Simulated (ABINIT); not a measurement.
**BiTe in ABINIT: the effect of target pressure**

The system is BiTe.

```
Bi Te
1.0
     0.00000    3.23500    3.23500
     3.23500    0.00000    3.23500
     3.23500    3.23500    0.00000
Bi Te
1 1
Direct
  0.00000 0.00000 0.00000
  0.50000 0.50000 0.50000
```

Alike in all runs:

```yaml
Program: ABINIT 10.8.3 (patched build)
Task: relaxation of cell and atoms
Functional: PBE
Potentials_or_basis: JTH PAW PBE v2.0
Cutoff: 599 eV
k_mesh: 7 × 7 × 7
Occupations: fermi-dirac, width 0.05 eV
Spin: no spin polarisation
```

Each run relaxes the cell or the atoms first.

One run gave: relaxed volume 25.15 Å³/atom. Which target pressure did it use?
A. 20 GPa
B. 30 GPa
C. 10 GPa
D. 0 GPa
E. 5 GPa

B.

```tsv
target pressure	relaxed volume (Å³/atom)
0 GPa	34.45
5 GPa	31.55
10 GPa	29.59
20 GPa	26.93
30 GPa	25.15
```

Caveats: the volume moved by over 15 % at a fixed basis, so the end points are rough (some runs).
